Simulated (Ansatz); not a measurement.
# La2Ge2W: the cost of one run

Computed with Ansatz 0.2.0 (DFT PBE, scalar-relativistic, plane waves, PAW, unless a step's input says otherwise).

2 further runs of the same task are left out: 1 that didn't finish, 1 set aside as unsound or not needed.

**1. The structure to begin with**

Symmetry: P6/mmm, No. 191, hexagonal system. The conventional cell has a = 4.352 Å, b = 4.352 Å, c = 7.594 Å, α = 90.00°, β = 90.00°, γ = 120.00°. La (site symmetry 6mm) has 1 W at 2.42 Å and 1 La at 2.76 Å in its first shell of neighbours. Ge (site symmetry -6m2) is surrounded by 3 Ge at 2.51 Å and 3 W at 2.51 Å. Around W (site symmetry 6/mmm) lie 2 La at 2.42 Å and 6 Ge at 2.51 Å.

Coordinates:

```cif
data_structure
_symmetry_space_group_name_H-M 'P6/mmm'
_symmetry_Int_Tables_number 191
_cell_length_a 4.3518
_cell_length_b 4.3518
_cell_length_c 7.5942
_cell_angle_alpha 90.000
_cell_angle_beta 90.000
_cell_angle_gamma 120.000
_cell_volume 124.55
loop_
_atom_site_label
_atom_site_type_symbol
_atom_site_symmetry_multiplicity
_atom_site_Wyckoff_symbol
_atom_site_fract_x
_atom_site_fract_y
_atom_site_fract_z
_atom_site_occupancy
La1 La 2 e 0.00000 0.00000 0.18147 1
Ge1 Ge 2 d 0.33333 0.66667 0.50000 1
W1 W 1 b 0.00000 0.00000 0.50000 1
```

Recipe of the guess: random cell by space group and Wyckoff sites (P6/mmm, No. 191). Lengths come from tabulated atomic sizes and are only a guess.

**2. Probe: one point on a coarse mesh**

Input file input.yaml:

```yaml
crystal:
  lattice:
    - [4.35183416, 0.0, 0.0]
    - [-2.17591708, 3.76879893, 0.0]
    - [0.0, 0.0, 7.59418537]
  atoms:
    - { symbol: La, position: [0.0, 0.0, 0.18146602] }
    - { symbol: La, position: [0.0, 0.0, 0.81853398] }
    - { symbol: Ge, position: [0.33333333, 0.66666667, 0.5] }
    - { symbol: Ge, position: [0.66666667, 0.33333333, 0.5] }
    - { symbol: W, position: [0.0, 0.0, 0.5] }
basis:
  ecutwfc: 420
kpoints:
  mp_grid: { grid: [6, 6, 2] }
hamiltonian:
  xc: pbe
scf:
  occupations: { method: gaussian, width: 0.1 }
  lower_state_search: "off"
output:
  forces: true
  stress: true
  eigenvalues: true
```

Run with:

```console
$ ansatz run input.yaml --threads 1 --pin off --max-ram 2560MiB --backend cpu --events-out ev --progress --plain --runs-dir out
```

What time and memory should one allow on 1 thread of Intel Xeon 6975P-C (Granite Rapids), shared host?

About 3.8 s, with a peak of 0.48 GiB.
